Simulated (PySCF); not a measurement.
# C9H14: the cost of one run

Programs: PySCF 2.14.0, with routines of our own; each step states its level. All values are computed. Atoms count from 0.

## (1) The starting structure

23 atoms, charge 0, multiplicity 1; geometry from: GFN2-xTB.

## (2) Excited states: TDA BHandHLYP/def2-SVP

What the job is given:

```
{"job": {"kind": "states", "xc": "BHandHLYP", "basis": "def2-SVP", "tda": true, "soc": true, "nstates": 5, "ntriplets": 4, "nquad": 4}, "charge": 0, "multiplicity": 1}
C     -3.202502    -0.902535    -0.092703
C     -1.885283    -1.540411    -0.540325
C     -0.835451    -0.495534    -0.792169
C     -1.019968     0.341127    -2.026320
C      0.173155    -0.313063     0.066763
C      1.215591     0.682919    -0.054241
C      2.174022     0.827809     0.841798
C      2.779655     0.398768     2.102870
C      3.372119     1.536417     1.290970
H     -3.956128    -1.667601     0.080052
H     -3.053181    -0.348298     0.831066
H     -3.574991    -0.216199    -0.849323
H     -2.059210    -2.113685    -1.455271
H     -1.542813    -2.231644     0.231952
H     -0.101214     0.382665    -2.609118
H     -1.804232    -0.071699    -2.656102
H     -1.294284     1.362442    -1.762207
H      0.244789    -0.948177     0.940503
H      1.195940     1.336000    -0.916570
H      2.278873     0.638161     3.031247
H      3.313646    -0.541351     2.133821
H      3.270525     2.545147     1.668366
H      4.306188     1.365726     0.772660
```

Level: TDA BHandHLYP/def2-SVP excited states, vertical, gas phase, spin-orbit mean-field couplings.

On the command line:

```
$ OMP_NUM_THREADS=1 python excited_run.py task.json out
```

The driver reads the jobs from task.json and runs them one after another.

**Question.** How long does this job take on 1 thread of Intel Xeon 6975P-C, shared host, and how much memory does it need?

About 39 s, with a peak of 0.85 GiB.
